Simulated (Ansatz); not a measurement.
# C4H7Al: the cost of one run

Program: Ansatz 0.2.0, Gaussian basis. Level of theory: the settings change from run to run. These are calculated values, not measurements.

**1. The molecule**

The geometry comes from an earlier relaxation with PBE0-D4 in a triple-zeta def2 set; it is a stationary point, not always the lowest conformer.

12 atoms, charge 0, spin multiplicity 1.

Atoms are counted from 1 here; the program's logs count them from 0.

Bond lengths: C1–C2 1.494 Å, C1–H6 1.095 Å, C1–H7 1.091 Å, C1–H8 1.095 Å, C2–C3 1.356 Å, C2–C5 1.528 Å, C3–Al4 1.904 Å, C3–H9 1.085 Å, Al4–C5 1.964 Å, Al4–H10 1.589 Å, C5–H11 1.094 Å, C5–H12 1.094 Å. Angles: C2–C1–H6 110.2°, C2–C1–H7 112.2°, C2–C1–H8 110.1°, H6–C1–H7 108.9°, H6–C1–H8 106.3°, H7–C1–H8 108.9°, C1–C2–C3 126.6°, C1–C2–C5 119.7°, C3–C2–C5 113.8°, C2–C3–Al4 87.8°, C2–C3–H9 122.0°, Al4–C3–H9 150.3°, C3–Al4–C5 77.4°, C3–Al4–H10 141.5°, C5–Al4–H10 141.1°, C2–C5–Al4 81.1°, C2–C5–H11 112.4°, C2–C5–H12 112.5° and more.

Geometry (Å):

```mol
C4H7Al
  3D, bonds by distance, orders not assigned

 12 12  0  0  0  0  0  0  0  0999 V2000
   -1.3309   -0.4976    0.8864 C   0  0
   -0.0653   -0.0248    0.2494 C   0  0
    1.0362    0.4416    0.8889 C   0  0
    1.8315    0.6926   -0.8223 Al  0  0
    0.0672   -0.0421   -1.2731 C   0  0
   -2.1798    0.0898    0.5214 H   0  0
   -1.2951   -0.4297    1.9748 H   0  0
   -1.5312   -1.5357    0.6014 H   0  0
    1.0868    0.5088    1.9702 H   0  0
    3.1675    1.2130   -1.5080 H   0  0
   -0.0238   -1.0507   -1.6881 H   0  0
   -0.6863    0.5795   -1.7666 H   0  0
  1  2  8  0
  2  3  8  0
  3  4  8  0
  4  5  8  0
  1  6  8  0
  1  7  8  0
  1  8  8  0
  3  9  8  0
  4 10  8  0
  5 11  8  0
  5 12  8  0
  2  5  8  0
M  END
```

**2. revPBE/cc-pVTZ-DK**

This run has charge +1, multiplicity 2, D3(BJ) dispersion.

The input, in.yaml:

```yaml
crystal:
  periodic: [false, false, false]
  atoms:
    - {symbol: C, position_ang: [-1.330867, -0.497592, 0.886417]}
    - {symbol: C, position_ang: [-0.065300, -0.024797, 0.249353]}
    - {symbol: C, position_ang: [1.036233, 0.441579, 0.888878]}
    - {symbol: Al, position_ang: [1.831514, 0.692573, -0.822348]}
    - {symbol: C, position_ang: [0.067227, -0.042089, -1.273130]}
    - {symbol: H, position_ang: [-2.179778, 0.089843, 0.521375]}
    - {symbol: H, position_ang: [-1.295136, -0.429695, 1.974803]}
    - {symbol: H, position_ang: [-1.531221, -1.535725, 0.601403]}
    - {symbol: H, position_ang: [1.086827, 0.508843, 1.970178]}
    - {symbol: H, position_ang: [3.167498, 1.213034, -1.508044]}
    - {symbol: H, position_ang: [-0.023793, -1.050681, -1.688122]}
    - {symbol: H, position_ang: [-0.686305, 0.579508, -1.766563]}
basis:
  gaussian: {orbitals: cc-pVTZ-DK}
total_charge: 1
magnetization: {spin_polarized: true, initial_magnetization: 1}
hamiltonian: {xc: {name: revPBE}, dispersion: d3bj}
output: {forces: true}
```

On the command line:

```console
$ ansatz run in.yaml --threads 4 --pin off --events-out ev --progress --plain --max-ram 10444MiB
```

What time and memory should one allow on 4 threads of AMD EPYC 7B13, shared host?

About 13 s, with a peak of 0.8 GiB.
